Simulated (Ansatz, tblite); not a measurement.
# C₂₄H₁₄S₂: a ladder of methods and basis sets

The task here is to estimate one member of a computed series from the others.

Computed with Ansatz 0.2.0, Gaussian basis. Level: as each input shows.

Plan: GFN1-xTB, GFN2-xTB, PBE-D4/def2-TZVP, r2SCAN-D4/def2-TZVP, PBE-D4/def2-SVP, PBE0-D4/def2-SVP.

1 further run of the same task is left out (set aside as unsound or not needed).

**The structure**

The singlet was relaxed beforehand with r2SCAN-D4/def2-SVP.

SMILES `SC#Cc1ccc(C#Cc2ccc(C#Cc3ccc(S)cc3)cc2)cc1`, 40 atoms, charge 0, spin multiplicity 1.

Bond lengths: S1–C2 1.681 Å, S1–H27 1.358 Å, C2–C3 1.226 Å, C3–C4 1.418 Å, C4–C5 1.415 Å, C4–C26 1.415 Å, C5–C6 1.388 Å, C5–H28 1.093 Å, C6–C7 1.415 Å, C6–H29 1.093 Å, C7–C8 1.417 Å, C7–C25 1.415 Å, C8–C9 1.226 Å, C9–C10 1.417 Å, C10–C11 1.416 Å, C10–C24 1.416 Å, C11–C12 1.387 Å, C11–H30 1.093 Å and more. Angles: C2–S1–H27 97.5°, S1–C2–C3 174.4°, C2–C3–C4 179.2°, C3–C4–C5 120.8°, C3–C4–C26 120.7°, C5–C4–C26 118.5°, C4–C5–C6 120.7°, C4–C5–H28 119.2°, C6–C5–H28 120.1°, C5–C6–C7 120.9°, C5–C6–H29 120.1°, C7–C6–H29 119.0°, C6–C7–C8 120.9°, C6–C7–C25 118.3°, C8–C7–C25 120.8°, C7–C8–C9 180.0°, C8–C9–C10 179.9°, C9–C10–C11 120.8° and more.

PBE0-D4/def2-TZVP was run before; its log isn't repeated, and its numbers join the tables.

Set-up of the first run:

Tight binding, by tblite at 300 K electronic temperature and without a spin-polarisation term:

```python
tblite.interface.Calculator('GFN1-xTB', numbers, positions, charge=0, uhf=0).singlepoint()
```

Tight binding, by tblite at 300 K electronic temperature and without a spin-polarisation term:

```python
tblite.interface.Calculator('GFN2-xTB', numbers, positions, charge=0, uhf=0).singlepoint()
```

start.molden holds the orbitals of an earlier run on this state, given as this run's starting guess.

Contents of in.yaml:

```yaml
crystal:
  periodic: [false, false, false]
  atoms:
    - {symbol: S, position_ang: [-11.798030, -0.124169, 2.121308]}
    - {symbol: C, position_ang: [-10.170444, -0.072897, 1.703510]}
    - {symbol: C, position_ang: [-8.959552, -0.072372, 1.510424]}
    - {symbol: C, position_ang: [-7.562012, -0.059211, 1.272473]}
    - {symbol: C, position_ang: [-7.049548, 0.176823, -0.025113]}
    - {symbol: C, position_ang: [-5.681258, 0.190852, -0.254933]}
    - {symbol: C, position_ang: [-4.764889, -0.030866, 0.800507]}
    - {symbol: C, position_ang: [-3.367993, -0.017928, 0.564736]}
    - {symbol: C, position_ang: [-2.158708, -0.006604, 0.361131]}
    - {symbol: C, position_ang: [-0.761849, 0.005155, 0.126159]}
    - {symbol: C, position_ang: [0.152125, -0.255829, 1.175839]}
    - {symbol: C, position_ang: [1.520024, -0.245451, 0.945714]}
    - {symbol: C, position_ang: [2.036531, 0.028416, -0.343989]}
    - {symbol: C, position_ang: [3.433561, 0.037339, -0.579336]}
    - {symbol: C, position_ang: [4.642554, 0.042746, -0.783550]}
    - {symbol: C, position_ang: [6.040204, 0.046738, -1.020437]}
    - {symbol: C, position_ang: [6.953818, -0.263892, 0.012544]}
    - {symbol: C, position_ang: [8.325004, -0.262289, -0.218716]}
    - {symbol: C, position_ang: [8.831340, 0.051345, -1.492824]}
    - {symbol: S, position_ang: [10.556164, 0.075296, -1.868342]}
    - {symbol: C, position_ang: [7.931500, 0.363782, -2.529367]}
    - {symbol: C, position_ang: [6.561776, 0.361413, -2.297088]}
    - {symbol: C, position_ang: [1.122666, 0.293030, -1.392672]}
    - {symbol: C, position_ang: [-0.245316, 0.281775, -1.162775]}
    - {symbol: C, position_ang: [-5.279812, -0.267997, 2.097235]}
    - {symbol: C, position_ang: [-6.647718, -0.280690, 2.329401]}
    - {symbol: H, position_ang: [-12.303278, 0.187590, 0.900350]}
    - {symbol: H, position_ang: [-7.745817, 0.348752, -0.849688]}
    - {symbol: H, position_ang: [-5.296754, 0.373614, -1.261474]}
    - {symbol: H, position_ang: [-0.235230, -0.469011, 2.175537]}
    - {symbol: H, position_ang: [2.216136, -0.450887, 1.763100]}
    - {symbol: H, position_ang: [6.570626, -0.509494, 1.006374]}
    - {symbol: H, position_ang: [9.008615, -0.507777, 0.599537]}
    - {symbol: H, position_ang: [10.988228, -0.270848, -0.636279]}
    - {symbol: H, position_ang: [8.312264, 0.609858, -3.525154]}
    - {symbol: H, position_ang: [5.871356, 0.605134, -3.108659]}
    - {symbol: H, position_ang: [1.509950, 0.506169, -2.392412]}
    - {symbol: H, position_ang: [-0.941511, 0.486635, -1.980272]}
    - {symbol: H, position_ang: [-4.582933, -0.441217, 2.921093]}
    - {symbol: H, position_ang: [-7.031770, -0.463022, 3.336119]}
basis:
  gaussian: {orbitals: def2-TZVP, fitting: {mean_field: def2-universal-jkfit}, initial_orbitals: start.molden}
hamiltonian: {xc: pbe, dispersion: d4}
scf: {omitted_lower_state_checks: [starts]}
output: {orbitals: {seedname: orbitals}}
```

Started as:

```
> ansatz run in.yaml --threads 2 --pin off --events-out ev --progress --plain --max-ram 32768MiB --backend cuda --devices 0, --max-vram 18GiB
```

Steps of the session up to this table: PBE-D4/def2-TZVP; r2SCAN-D4/def2-TZVP; PBE-D4/def2-SVP; PBE0-D4/def2-SVP.

One table of the session follows, with a row left open; its other results are not shown here.

It belongs to the step «Binding energy». 

| level | binding an atom (eV) |
| --- | --- |
| PBE-D4/def2-SVP | 5.605 |
| PBE-D4/def2-TZVP | 5.526 |
| r2SCAN-D4/def2-TZVP | 5.328 |
| PBE0-D4/def2-SVP | ? |
| PBE0-D4/def2-TZVP | 5.388 |

**Question.** Estimate the row for PBE0-D4/def2-SVP.

As computed: binding an atom (eV): 5.468. In the column «binding an atom (eV)» it lies between PBE0-D4/def2-TZVP (5.388) and PBE-D4/def2-TZVP (5.526).

Caveats from the session: Free atoms were run apart at each level; binding is atoms less cluster, divided by the number of atoms, without zero-point or spin-orbit terms.
